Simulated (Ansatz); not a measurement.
# CH5AlF2OS: the cost of one run

All numbers below are computed with Ansatz 0.2.0 (UHF/STO-3G).

## (1) The system as given

Bond lengths: Al1–O2 2.180 Å, O2–C3 1.404 Å, Al1–F4 1.643 Å, Al1–F5 1.640 Å, Al1–S7 2.638 Å, C3–H8 1.094 Å, C3–H9 1.090 Å, C3–H10 1.093 Å, S7–H11 1.331 Å. Angles: Al1–O2–C3 143.0°, O2–Al1–F4 107.7°, O2–Al1–F5 112.6°, O2–Al1–S7 74.4°, F4–Al1–F5 126.6°, F4–Al1–S7 107.8°, F5–Al1–S7 115.6°, O2–C3–H8 108.7°, O2–C3–H9 108.4°, O2–C3–H10 111.6°, H8–C3–H9 109.2°, H8–C3–H10 109.7°, H9–C3–H10 109.1°, Al1–S7–H11 89.4°.

Structure file:

```xyz
11

Al   -0.1279    1.1458    1.2701
O    -0.3585   -0.2433   -0.3939
C    -0.7156   -1.5642   -0.7105
F    -0.9508    2.5173    0.8945
F    -0.1026    0.3871    2.7242
H     0.8593    0.0949   -0.5481
S     2.1682    1.2047   -0.0270
H    -0.5082   -1.7392   -1.7698
H    -1.7841   -1.6844   -0.5290
H    -0.1658   -2.2865   -0.1024
H     1.6861    2.1678   -0.8082
```

## (2) Run 1

150 steps of 0.5 fs at constant energy, with velocities drawn for 100 K.

File input.yaml:

```yaml
crystal:
  periodic: [false, false, false]
  atoms:
    - { symbol: Al, position_ang: [-0.1279, 1.1458, 1.2701] }
    - { symbol: O, position_ang: [-0.3585, -0.2433, -0.3939] }
    - { symbol: C, position_ang: [-0.7156, -1.5642, -0.7105] }
    - { symbol: F, position_ang: [-0.9508, 2.5173, 0.8945] }
    - { symbol: F, position_ang: [-0.1026, 0.3871, 2.7242] }
    - { symbol: H, position_ang: [0.8593, 0.0949, -0.5481] }
    - { symbol: S, position_ang: [2.1682, 1.2047, -0.027] }
    - { symbol: H, position_ang: [-0.5082, -1.7392, -1.7698] }
    - { symbol: H, position_ang: [-1.7841, -1.6844, -0.529] }
    - { symbol: H, position_ang: [-0.1658, -2.2865, -0.1024] }
    - { symbol: H, position_ang: [1.6861, 2.1678, -0.8082] }
magnetization:
  spin_polarized: true
basis:
  gaussian: { orbitals: STO-3G }
hamiltonian:
  xc: hf
md:
  timestep: 0.5
  n_steps: 150
  ensemble: nve
  temperature: 100.0
  initial_velocities: maxwell_boltzmann
  seed: 404867
```

Launch:

```bash
$ ansatz run input.yaml --threads 1 --pin off --max-ram 2048MiB --backend cpu --events-out ev --progress --plain --runs-dir out
```

**Question.** How long does this run take on 1 thread of an x86-64 CPU, shared host, and how much memory does it need?

About 8.5 min, with a peak of 0.13 GiB.
